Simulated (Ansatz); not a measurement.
Consider a convergence test of the plane-wave cutoff of Be3Ni, space group I4/mmm (Ansatz's Python interface).

`be3ni.xyz`
```text
4
Lattice="-1.56957222 1.56957222 3.40451277 1.56957222 -1.56957222 3.40451277 1.56957222 1.56957222 -3.40451277" Properties=species:S:1:pos:R:3:initial_magmoms:R:1 pbc="T T T"
Be   -0.00000000    1.56957222    1.70225639  0.00
Be    1.56957222    0.00000000    1.70225639  0.00
Be    0.00000000    0.00000000    3.40451277  0.00
Ni    0.00000000    0.00000000    0.00000000  1.50
```

`be3ni_ecut.py`
```python
import warnings

import ansatz as az

XC = 'pbesol'
OCCUPATIONS = 'Fermi-Dirac'
SIGMA = 0.05
SCF_TOL = 1e-09


def main() -> None:
    warnings.simplefilter('ignore', az.DeckWarning)

    xtal = az.Crystal.from_extxyz('be3ni.xyz')

    model = (
        xtal.calculation()
        .functional(XC)
        .kpoints(9, center='gamma')
        .occupations(OCCUPATIONS, width=SIGMA)
        .spin('collinear')
        .scf(tolerance=SCF_TOL)
    )

    rows = []
    for value in [250, 325, 400, 475, 550]:
        rep = model.basis(value).run(threads=1).report
        rows.append((value, rep['free_energy_ev'] / len(rep['lattice']['sites']), rep['n_iterations'], rep['magnetization_mub'], rep['n_pw']))

    print(' cutoff (eV)   F/atom (eV)    iterations  moment (muB)   plane waves')
    for row in rows:
        print(f'{str(row[0]):>12s}  {row[1]:12.5f}  {row[2]:12d}  {row[3]:12.3f}  {row[4]:12d}')

    for row in rows[:-1]:
        shift = 1000 * (row[1] - rows[-1][1])
        print(f'{row[0]}: {shift:+.2f} meV/atom' + ('  (within 5 meV)' if abs(shift) < 5 else ''))


if __name__ == '__main__':
    main()
```

From which cutoff on is the energy per atom within 5 meV of the last row, and how does it get there?

From 400 eV on it stays within 5 meV an atom of the value at 550 eV; the first row (250 eV) is off by 646.9 meV and the last but one by 0.14 meV. The energy falls steadily, as expected when plane waves are added. The last run costs about 2.8 times the first.

What the script printed:

```console
$ python be3ni_ecut.py
RunWarning: the starting moments were not kept: the SCF closed with an absolute magnetisation of 8.0e-8 μB, where they sum to 1.5 μB in size (1 site). That is at most 0.1 of that sum. Measured as [...]
 cutoff (eV)   F/atom (eV)    iterations  moment (muB)   plane waves
         250   -1518.65681            12         0.000           297
         325   -1519.27825            12         0.000           439
         400   -1519.30314            12         0.000           599
         475   -1519.30361            13        -0.000           809
         550   -1519.30375            13         0.000           993
250: +646.94 meV/atom
325: +25.50 meV/atom
400: +0.61 meV/atom  (within 5 meV)
475: +0.14 meV/atom  (within 5 meV)
```
(Warnings from the package without file and line, shortened, repeats left out.)

What to keep in mind:
- The SCF didn't keep the moments it started from (some shrank, vanished or turned); what is printed is the state reached.
- The mesh is modest for a metal, so energies can be off by several to tens of meV an atom and pressures by half a GPa or more; differences at equal mesh fare better.
- The overall sign of a collinear moment is arbitrary, and semilocal functionals can give small moments to compounds that are paramagnetic.
- The structure comes from a database of computed cells and needn't be a stable or known phase.
- Shifts are counted from the last row, which is itself no proven limit.
- The script silences the warnings on its input, which a real study should read.
- It ran for 46 s on 1 thread of Arm Neoverse V1, with other jobs on the host, peak memory 0.39 GiB.
